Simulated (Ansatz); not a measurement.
# KOs4C4: a trial structure relaxed

The task: take a trial cell of KOs4C4 to zero force and stress.

Method: DFT PBE, scalar-relativistic, plane waves, PAW, in Ansatz 0.2.0.

## Step 1: The system as given

Symmetry: P-3m1, No. 164, trigonal system. The conventional cell has a = 5.021 Å, b = 5.021 Å, c = 7.794 Å, α = 90.00°, β = 90.00°, γ = 120.00°. Around K (site symmetry -3m) lie 6 C at 2.51 Å. Around Os (site symmetry 3m) lie 3 C at 1.45 Å. Around Os (site symmetry 3m) lie 3 C at 2.93 Å and 3 Os at 3.04 Å. Around C (site symmetry 2/m) lie 2 Os at 1.45 Å. C (site symmetry -3m) is surrounded by 6 Os at 2.93 Å.

As a file:

```cif
data_structure
_symmetry_space_group_name_H-M 'P 1'
_symmetry_Int_Tables_number 1
_cell_length_a 5.0212
_cell_length_b 5.0212
_cell_length_c 7.7937
_cell_angle_alpha 90.000
_cell_angle_beta 90.000
_cell_angle_gamma 120.000
_cell_volume 170.17
loop_
_atom_site_label
_atom_site_type_symbol
_atom_site_fract_x
_atom_site_fract_y
_atom_site_fract_z
_atom_site_occupancy
K1 K 0.00000 0.00000 0.00000 1
Os1 Os 0.33333 0.66667 0.00738 1
Os2 Os 0.66667 0.33333 0.99262 1
Os3 Os 0.33333 0.66667 0.55785 1
Os4 Os 0.66667 0.33333 0.44215 1
C1 C 0.50000 0.00000 0.00000 1
C2 C 0.00000 0.50000 0.00000 1
C3 C 0.50000 0.50000 0.00000 1
C4 C 0.00000 0.00000 0.50000 1
```

Recipe of the guess: random cell by space group and Wyckoff sites (P-3m1, No. 164). Its size is a rough estimate.

## Step 2: The guess as it stands, on a coarse mesh

input.yaml reads:

```yaml
crystal:
  lattice:
    - [5.02121387, 0.0, 0.0]
    - [-2.51060694, 4.34849877, 0.0]
    - [0.0, 0.0, 7.79365176]
  atoms:
    - { symbol: K, position: [0.0, 0.0, 0.0] }
    - { symbol: Os, position: [0.33333333, 0.66666667, 0.00737622] }
    - { symbol: Os, position: [0.66666667, 0.33333333, 0.99262378] }
    - { symbol: Os, position: [0.33333333, 0.66666667, 0.55785165] }
    - { symbol: Os, position: [0.66666667, 0.33333333, 0.44214835] }
    - { symbol: C, position: [0.5, 0.0, 0.0] }
    - { symbol: C, position: [0.0, 0.5, 0.0] }
    - { symbol: C, position: [0.5, 0.5, 0.0] }
    - { symbol: C, position: [0.0, 0.0, 0.5] }
basis:
  ecutwfc: 420
kpoints:
  mp_grid: { grid: [6, 6, 2] }
hamiltonian:
  xc: pbe
scf:
  occupations: { method: gaussian, width: 0.1 }
  lower_state_search: "off"
output:
  forces: true
  stress: true
  eigenvalues: true
```

Command:

```sh
> ansatz run input.yaml --threads 1 --pin off --max-ram 2560MiB --backend cpu --events-out ev --progress --plain --runs-dir out
```

Further runs follow: coarse relaxation; spin check on a coarse mesh; full relaxation.

What does the calculation give? Wanted: conventional cell; volume; energy over the elements; gap on the mesh; total moment.

The runs gave:

| quantity | value |
| --- | --- |
| symmetry at the end (tolerance 0.05 Å) | space group P-3m1 (No. 164) |
| conventional cell | a = 5.135 Å, b = 5.135 Å, c = 6.922 Å, α = 90.00°, β = 90.00°, γ = 120.00° |
| volume | 17.56 Å³/atom |
| energy over the elements | +2.02 eV/atom |
| gap on the mesh | none (metal) |
| total moment | 1.45 μB/cell |

The space group P-3m1 (No. 164) is kept, and the volume per atom shrinks by 7.1 % from the first guess. The formation energy is positive, so the separate elements lie lower. No finished test with a distortion of lower symmetry is shown, so the end may be a saddle point. Spin-orbit coupling is left out for Os. Other magnetic orders were not searched.
